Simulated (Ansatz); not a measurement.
# LiSe+ (singlet): the correlation ladder at distance Se1–Li2 = 3.094 Å, cc-pVDZ

Aim: climb from Hartree-Fock through coupled cluster and multireference methods for LiSe+ (singlet) at one geometry and basis, and see what each rung misses.

The runs use Ansatz 0.2.0, Gaussian basis; cc-pVDZ, core rule «outside noble gas», up to 15 orbitals frozen.

Plan: UHF; CCSD(T) on RHF; CCSD(T) on UHF; BCCD(T) on RHF; CISD; CCSDT(Q) on RHF; CCSDT(Q) on UHF; CCSDTQ on RHF; CASSCF and MRCISD+Q, 2 electrons in 2 orbitals; CASSCF and NEVPT2, 2 electrons in 2 orbitals; Full CI.

67 further runs of the same task are left out: 49 for a known fault of the program, 11 that didn't finish, 7 set aside as unsound or not needed.

**1. What is computed**

The geometry derives from a PBE0/def2-TZVP stationary point (not a proven minimum). One bond is set to the value named and the two fragments are kept rigid. No spin-orbit coupling is included. The filled d shell of Se may be among the frozen orbitals whatever the setting's name suggests; the logs give the count.

2 atoms, charge 1, spin multiplicity 1.

Atoms are counted from 1 here; the program's logs count them from 0.

No contacts short enough for the rule that draws bonds.

**2. UHF**

in.yaml

```yaml
crystal:
  periodic: [false, false, false]
  atoms:
    - {symbol: Se, position_ang: [0.000000, 0.000000, 0.000000]}
    - {symbol: Li, position_ang: [0.000000, 0.000000, 3.094000]}
basis:
  gaussian: {orbitals: cc-pVDZ}
total_charge: 1
magnetization: {spin_polarized: true, initial_magnetization: 0}
hamiltonian: {xc: hf}
output: {orbitals: {seedname: orbitals}}
```

Run with:

```
$ ansatz run in.yaml --threads 1 --pin off --events-out ev --progress --plain --max-ram 2393MiB
```

After this run come: CCSD(T) on RHF; CCSD(T) on UHF; BCCD(T) on RHF; CISD; CCSDT(Q) on RHF; CCSDT(Q) on UHF; CCSDTQ on RHF; CASSCF and MRCISD+Q, 2 electrons in 2 orbitals; CASSCF and NEVPT2, 2 electrons in 2 orbitals; Full CI.

Before running them: what should the planned runs give, taken together? Wanted: FCI below the RHF energy; RMP2 from FCI; RCCSD from FCI; RCCSD(T) from FCI; RCCSDT(Q) from FCI; NEVPT2 pair from FCI; MRCISD+Q pair from FCI; T1 diagnostic; effectively unpaired electrons.

As calculated:

| quantity | value |
| --- | --- |
| FCI below the RHF energy | -3.3327 eV |
| RMP2 from FCI | +23.77 kcal/mol |
| RCCSD from FCI | +6.63 kcal/mol |
| RCCSD(T) from FCI | +3.77 kcal/mol |
| RCCSDT(Q) from FCI | -0.05 kcal/mol |
| NEVPT2 pair from FCI | +9.50 kcal/mol |
| MRCISD+Q pair from FCI | -0.67 kcal/mol |
| levels within 1 kcal/mol (43 meV) | RCCSDT, RCCSDT(Q), RCCSDTQ, MRCISD+Q pair |
| T1 diagnostic | 0.008 |
| effectively unpaired electrons | 2.02 |

What this shows: RCCSD(T) lands +3.77 kcal/mol from the yardstick (4.9 % of the correlation energy). RCCSDT(Q), MRCISD+Q pair fall below full CI, which methods that aren't variational can do. With 2.0 effectively unpaired electrons against 0 the state is strongly multireference. Of the multireference levels listed MRCISD+Q pair comes nearest in total energy (-0.67 kcal/mol), which doesn't show that its space is the better one. These misses are within one basis, not against nature.
